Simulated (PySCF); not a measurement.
# O4W ([WO4]2-): the cost of one run

Computed with PySCF 2.14.0 and routines of our own; the level stands in each step. Atoms count from 0.

3 further runs of the same task are left out: 3 for a basis unfit for spin-orbit shieldings.

## Step 1: The system as given

5 atoms, charge -2, multiplicity 1; geometry from: GFN2-xTB.

## Step 2: NMR shieldings: PBE0/x2c-SVPall-2c, spin-free

What the job is given:

```
{"job": {"xc": "PBE0", "basis": "x2c-SVPall-2c", "rel": "sf", "kind": "hnmr"}, "charge": -2, "multiplicity": 1}
W     -0.000050    -0.000670     0.000130
O      0.011250    -0.018680     1.803500
O      1.696500     0.011620    -0.611290
O     -0.857340     1.476060    -0.581050
O     -0.850360    -1.468330    -0.611300
```

With the program's defaults for keys left out, this is: PBE0/x2c-SVPall-2c GIAO NMR shielding, spin-free X2C, Gaussian nuclei, gas phase.

On the command line:

```bash
$ OMP_NUM_THREADS=1 python heavy_run.py task.json out
```

This one command runs all jobs of the session in turn.

Q: Estimate the wall time and peak memory of this first job on 1 thread of Intel Xeon Platinum 8375C at 2.90GHz, shared host.

About 37 s, with a peak of 0.81 GiB.
